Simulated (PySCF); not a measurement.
**A gas-phase reaction: H2MoO3 + F2 → FHMoO3 + FH**

What reaction energy should one expect for `[O]=[MoH](=[O])[OH]` + `FF` → `[O]=[Mo](=[O])([OH])[F]` + `F`?

Computed with PySCF 2.14.0; each step states its level. No surroundings beyond the atoms listed, unless a continuum is named. Atoms count from 0, parts from 1.

## 1. The system as given

Each species was relaxed by itself at PBE0-D3(BJ)/def2-SVPD.

## 2. Reaction energy: wB97M-D3(BJ)/def2-TZVPD

Job settings and geometry (Å):

```
{"job": {"kind": "react", "xc": "wB97M-D3(BJ)", "basis": "def2-TZVPD"}, "charge": 0, "multiplicity": 1}
-1 H2MoO3 charge 0 multiplicity 1
O      0.327940    -0.616770     1.725290
Mo    -0.286030     0.017240     0.305670
O     -1.633590    -0.875710    -0.118910
O      0.959830     0.219200    -1.052470
H     -0.914460     1.536950     0.763910
H      1.546330    -0.280900    -1.623460

-1 F2 charge 0 multiplicity 1
F      0.688150     0.025850    -0.022330
F     -0.688150    -0.025850     0.022340

+1 FHMoO3 charge 0 multiplicity 1
O      0.386000    -0.687830     1.641180
Mo    -0.321240     0.029360     0.310250
O     -1.463260    -1.053360    -0.245310
O      0.954270     0.322850    -1.003260
F     -1.119050     1.631490     0.782980
H      1.563210    -0.242460    -1.485840

+1 FH charge 0 multiplicity 1
F      0.457470     0.013640    -0.047090
H     -0.457470    -0.013640     0.047090
```

Level: wB97M-D3(BJ)/def2-TZVPD reaction energy of separated species, gas phase.

Command:

```sh
$ OMP_NUM_THREADS=1 python cluster_run.py task.json out
```

This one command runs all jobs of the session in turn.

Output:

```text
species 1 (H2MoO3)
coarse grid: 28656 points
cycle   1  E = -294.9586455640  dE = -6.714e+00  |g| = 1.361e+00  |ddm| = 4.300e+00
cycle   2  E = -293.7836533899  dE =  1.175e+00  |g| = 3.000e+00  |ddm| = 1.962e+00
cycle   3  E = -295.2552280125  dE = -1.472e+00  |g| = 4.089e-01  |ddm| = 1.432e+00
cycle   4  E = -295.2824318968  dE = -2.720e-02  |g| = 1.329e-01  |ddm| = 2.890e-01
cycle   5  E = -295.2852007927  dE = -2.769e-03  |g| = 4.301e-02  |ddm| = 8.155e-02
cycle   6  E = -295.2855998341  dE = -3.990e-04  |g| = 8.837e-03  |ddm| = 3.371e-02
cycle   7  E = -295.2856293561  dE = -2.952e-05  |g| = 3.136e-03  |ddm| = 1.610e-02
cycle   8  E = -295.2856348834  dE = -5.527e-06  |g| = 8.306e-04  |ddm| = 6.500e-03
final grid: 58776 points
cycle   9  E = -295.2858030910  dE = -7.311e-07  |g| = 7.659e-04  |ddm| = 2.935e-03
cycle  10  E = -295.2858030231  dE =  6.790e-08  |g| = 1.346e-03  |ddm| = 1.140e-03
cycle  11  E = -295.2858033405  dE = -3.174e-07  |g| = 2.298e-04  |ddm| = 6.623e-04
cycle  12  E = -295.2858033705  dE = -3.002e-08  |g| = 1.533e-04  |ddm| = 3.059e-04
cycle  13  E = -295.2858033859  dE = -1.535e-08  |g| = 7.031e-05  |ddm| = 2.822e-04
cycle  14  E = -295.2858033873  dE = -1.433e-09  |g| = 2.600e-05  |ddm| = 7.030e-05
cycle  15  E = -295.2858033875  dE = -1.664e-10  |g| = 1.212e-05  |ddm| = 2.140e-05
converged SCF energy = -295.2858033875

species 2 (F2)
coarse grid: 10600 points
cycle   1  E = -199.6113030224  dE =  1.196e-02  |g| = 3.458e-01  |ddm| = 1.052e+00
cycle   2  E = -199.6264098293  dE = -1.511e-02  |g| = 1.647e-01  |ddm| = 1.842e-01
cycle   3  E = -199.6293679947  dE = -2.958e-03  |g| = 2.217e-02  |ddm| = 5.435e-02
cycle   4  E = -199.6294295767  dE = -6.158e-05  |g| = 8.600e-03  |ddm| = 1.161e-02
cycle   5  E = -199.6294404268  dE = -1.085e-05  |g| = 7.501e-04  |ddm| = 4.105e-03
cycle   6  E = -199.6294405651  dE = -1.383e-07  |g| = 3.049e-05  |ddm| = 6.348e-04
final grid: 23208 points
cycle   7  E = -199.6294274188  dE = -2.252e-09  |g| = 2.079e-05  |ddm| = 1.234e-04
cycle   8  E = -199.6294274188  dE = -7.603e-11  |g| = 1.078e-05  |ddm| = 1.707e-05
converged SCF energy = -199.6294274188

species 3 (FHMoO3)
coarse grid: 31488 points
cycle   1  E = -394.2489137549  dE = -6.624e+00  |g| = 1.562e+00  |ddm| = 4.337e+00
cycle   2  E = -392.5569746844  dE =  1.692e+00  |g| = 3.616e+00  |ddm| = 2.061e+00
cycle   3  E = -394.6215068565  dE = -2.065e+00  |g| = 4.778e-01  |ddm| = 1.542e+00
cycle   4  E = -394.6534503052  dE = -3.194e-02  |g| = 1.893e-01  |ddm| = 2.923e-01
cycle   5  E = -394.6589336456  dE = -5.483e-03  |g| = 4.028e-02  |ddm| = 9.523e-02
cycle   6  E = -394.6592539961  dE = -3.204e-04  |g| = 5.508e-03  |ddm| = 2.708e-02
cycle   7  E = -394.6592628478  dE = -8.852e-06  |g| = 1.349e-03  |ddm| = 6.005e-03
final grid: 65008 points
cycle   8  E = -394.6593745379  dE = -9.735e-07  |g| = 1.587e-03  |ddm| = 3.846e-03
cycle   9  E = -394.6593732737  dE =  1.264e-06  |g| = 3.292e-03  |ddm| = 2.246e-03
cycle  10  E = -394.6593751167  dE = -1.843e-06  |g| = 2.363e-04  |ddm| = 1.423e-03
cycle  11  E = -394.6593751442  dE = -2.745e-08  |g| = 1.144e-04  |ddm| = 2.518e-04
cycle  12  E = -394.6593751568  dE = -1.260e-08  |g| = 9.234e-05  |ddm| = 2.621e-04
cycle  13  E = -394.6593751591  dE = -2.357e-09  |g| = 2.330e-05  |ddm| = 7.973e-05
cycle  14  E = -394.6593751593  dE = -2.138e-10  |g| = 2.135e-05  |ddm| = 3.183e-05
converged SCF energy = -394.6593751593

species 4 (FH)
coarse grid: 7776 points
cycle   1  E = -100.4688249487  dE = -9.407e-02  |g| = 4.644e-01  |ddm| = 6.197e-01
cycle   2  E = -100.4725062529  dE = -3.681e-03  |g| = 5.038e-01  |ddm| = 3.808e-01
cycle   3  E = -100.5053198824  dE = -3.281e-02  |g| = 2.574e-02  |ddm| = 1.678e-01
cycle   4  E = -100.5053958595  dE = -7.598e-05  |g| = 5.006e-03  |ddm| = 1.077e-02
cycle   5  E = -100.5054005005  dE = -4.641e-06  |g| = 4.334e-04  |ddm| = 3.766e-03
final grid: 16976 points
cycle   6  E = -100.5053931579  dE = -6.419e-08  |g| = 1.034e-04  |ddm| = 8.207e-04
cycle   7  E = -100.5053931613  dE = -3.460e-09  |g| = 7.633e-05  |ddm| = 2.163e-04
cycle   8  E = -100.5053931621  dE = -7.656e-10  |g| = 2.135e-05  |ddm| = 3.706e-05
converged SCF energy = -100.5053931621

Reaction energy = -156.647 kcal/mol
```

Run time: 57 s. Hardware: 1 thread of Arm Neoverse N1, shared host; peak memory 0.75 GiB.

Species by species (with the dispersion term, which the log's SCF energies lack):

| ν | species | energy (Eh) | HOMO (eV) |
| --- | --- | --- | --- |
| -1 | [O]=[MoH](=[O])[OH] | -295.29093 | -11.80 |
| -1 | FF | -199.62975 | -14.36 |
| +1 | [O]=[Mo](=[O])([OH])[F] | -394.66468 | -12.02 |
| +1 | F | -100.50563 | -14.54 |

## 3. Reaction energy: PBE0-D3(BJ)/def2-TZVPD

Settings changed since step 2:

```diff
@@ -1,2 +1,2 @@
-{"job": {"kind": "react", "xc": "wB97M-D3(BJ)", "basis": "def2-TZVPD"}, "charge": 0, "multiplicity": 1}
+{"job": {"kind": "react", "xc": "PBE0", "basis": "def2-TZVPD", "disp": "d3bj"}, "charge": 0, "multiplicity": 1}
 -1 H2MoO3 charge 0 multiplicity 1
```

Level: PBE0-D3(BJ)/def2-TZVPD reaction energy of separated species, gas phase.

Output:

```text
species 1 (H2MoO3)
coarse grid: 28656 points
cycle   1  E = -294.6572824654  dE = -6.234e+00  |g| = 1.465e+00  |ddm| = 4.339e+00
cycle   2  E = -290.6369412130  dE =  4.020e+00  |g| = 4.817e+00  |ddm| = 2.886e+00
cycle   3  E = -294.9055606045  dE = -4.269e+00  |g| = 8.306e-01  |ddm| = 2.470e+00
cycle   4  E = -295.0153017407  dE = -1.097e-01  |g| = 3.844e-01  |ddm| = 6.284e-01
cycle   5  E = -295.0388079597  dE = -2.351e-02  |g| = 1.182e-01  |ddm| = 2.102e-01
cycle   6  E = -295.0415686271  dE = -2.761e-03  |g| = 2.990e-02  |ddm| = 8.766e-02
cycle   7  E = -295.0417585426  dE = -1.899e-04  |g| = 8.139e-03  |ddm| = 2.386e-02
cycle   8  E = -295.0417693841  dE = -1.084e-05  |g| = 3.175e-03  |ddm| = 5.645e-03
cycle   9  E = -295.0417705422  dE = -1.158e-06  |g| = 2.032e-03  |ddm| = 2.444e-03
final grid: 58776 points
cycle  10  E = -295.0418234926  dE =  7.423e-06  |g| = 6.626e-03  |ddm| = 4.542e-03
cycle  11  E = -295.0417401803  dE =  8.331e-05  |g| = 2.185e-02  |ddm| = 1.364e-02
cycle  12  E = -295.0418318791  dE = -9.170e-05  |g| = 4.772e-04  |ddm| = 1.049e-02
cycle  13  E = -295.0418319200  dE = -4.090e-08  |g| = 7.240e-05  |ddm| = 2.546e-04
cycle  14  E = -295.0418319209  dE = -8.240e-10  |g| = 2.628e-05  |ddm| = 5.184e-05
converged SCF energy = -295.0418319209

species 2 (F2)
coarse grid: 2176 points
cycle   1  E = -199.3949361163  dE =  9.183e-02  |g| = 2.764e-01  |ddm| = 1.052e+00
cycle   2  E = -199.4014648966  dE = -6.529e-03  |g| = 1.374e-01  |ddm| = 1.363e-01
cycle   3  E = -199.4037797767  dE = -2.315e-03  |g| = 2.290e-02  |ddm| = 5.059e-02
cycle   4  E = -199.4038427802  dE = -6.300e-05  |g| = 8.080e-03  |ddm| = 1.132e-02
cycle   5  E = -199.4038509855  dE = -8.205e-06  |g| = 1.817e-04  |ddm| = 3.279e-03
final grid: 23208 points
cycle   6  E = -199.4096319536  dE = -7.853e-06  |g| = 1.275e-03  |ddm| = 8.104e-03
cycle   7  E = -199.4096320065  dE = -5.295e-08  |g| = 1.045e-03  |ddm| = 8.941e-04
cycle   8  E = -199.4096321461  dE = -1.396e-07  |g| = 7.323e-05  |ddm| = 4.308e-04
cycle   9  E = -199.4096321468  dE = -6.894e-10  |g| = 1.937e-05  |ddm| = 3.121e-05
converged SCF energy = -199.4096321468

species 3 (FHMoO3)
coarse grid: 31488 points
cycle   1  E = -393.8384135285  dE = -6.131e+00  |g| = 1.653e+00  |ddm| = 4.359e+00
cycle   2  E = -388.9117018439  dE =  4.927e+00  |g| = 5.421e+00  |ddm| = 2.921e+00
cycle   3  E = -394.1333997686  dE = -5.222e+00  |g| = 9.770e-01  |ddm| = 2.501e+00
cycle   4  E = -394.2649825152  dE = -1.316e-01  |g| = 4.924e-01  |ddm| = 6.896e-01
cycle   5  E = -394.3049875182  dE = -4.001e-02  |g| = 1.150e-01  |ddm| = 2.584e-01
cycle   6  E = -394.3075854763  dE = -2.598e-03  |g| = 2.680e-02  |ddm| = 7.310e-02
cycle   7  E = -394.3077153925  dE = -1.299e-04  |g| = 1.033e-02  |ddm| = 1.623e-02
cycle   8  E = -394.3077322248  dE = -1.683e-05  |g| = 2.588e-03  |ddm| = 5.353e-03
cycle   9  E = -394.3077329349  dE = -7.101e-07  |g| = 1.473e-03  |ddm| = 1.597e-03
final grid: 65008 points
cycle  10  E = -394.3078202374  dE =  3.411e-06  |g| = 4.728e-03  |ddm| = 4.077e-03
cycle  11  E = -394.3077783349  dE =  4.190e-05  |g| = 1.553e-02  |ddm| = 9.745e-03
cycle  12  E = -394.3078244766  dE = -4.614e-05  |g| = 4.280e-04  |ddm| = 7.498e-03
cycle  13  E = -394.3078245052  dE = -2.868e-08  |g| = 6.679e-05  |ddm| = 2.038e-04
cycle  14  E = -394.3078245059  dE = -6.613e-10  |g| = 2.746e-05  |ddm| = 4.241e-05
converged SCF energy = -394.3078245059

species 4 (FH)
coarse grid: 1712 points
cycle   1  E = -100.3540238306  dE = -3.605e-02  |g| = 4.957e-01  |ddm| = 6.253e-01
cycle   2  E = -100.3145097253  dE =  3.951e-02  |g| = 7.429e-01  |ddm| = 5.125e-01
cycle   3  E = -100.3937427767  dE = -7.923e-02  |g| = 2.284e-02  |ddm| = 2.892e-01
cycle   4  E = -100.3938183470  dE = -7.557e-05  |g| = 4.204e-03  |ddm| = 9.787e-03
cycle   5  E = -100.3938203303  dE = -1.983e-06  |g| = 3.552e-04  |ddm| = 1.247e-03
final grid: 16976 points
cycle   6  E = -100.3948393856  dE = -1.848e-05  |g| = 3.957e-03  |ddm| = 7.400e-03
cycle   7  E = -100.3948375039  dE =  1.882e-06  |g| = 5.438e-03  |ddm| = 3.320e-03
cycle   8  E = -100.3948415036  dE = -4.000e-06  |g| = 1.005e-04  |ddm| = 1.992e-03
cycle   9  E = -100.3948415049  dE = -1.311e-09  |g| = 1.790e-05  |ddm| = 3.966e-05
cycle  10  E = -100.3948415050  dE = -4.844e-11  |g| = 3.038e-06  |ddm| = 1.029e-05
converged SCF energy = -100.3948415050

Reaction energy = -157.728 kcal/mol
```

Run time: 30 s. Hardware: 1 thread of Arm Neoverse N1, shared host; peak memory 0.64 GiB.

Reaction energy at this level: -157.7 kcal/mol.

## 4. Comparing the runs

Energies in kcal/mol, with wall time:

```
                    run  reaction  time
wB97M-D3(BJ)/def2-TZVPD    -156.6  57 s
 PBE0-D3(BJ)/def2-TZVPD    -157.7  30 s
```

## 5. Results

```
                                                quantity                      value
               reaction energy (wB97M-D3(BJ)/def2-TZVPD)            -156.6 kcal/mol
                     ΔH, ΔG at 298 K (xTB thermal terms)    -155.2, -154.8 kcal/mol
range of the reaction energy over the runs of this table  -157.7 to -156.6 kcal/mol
```

In words: The reaction is exothermic by 155.2 kcal/mol in the gas phase; dispersion gives -0.06, and xTB itself gave -81.40 for the electronic energy (xTB energies and thermal terms come from the earlier relaxation of each species, not shown). No barrier was sought. xTB and this level differ widely in the electronic energy, so what comes from xTB (the thermal terms above all) is less safe here. The reaction energy runs from -157.7 (PBE0-D3(BJ)/def2-TZVPD) to -156.6 kcal/mol (wB97M-D3(BJ)/def2-TZVPD).
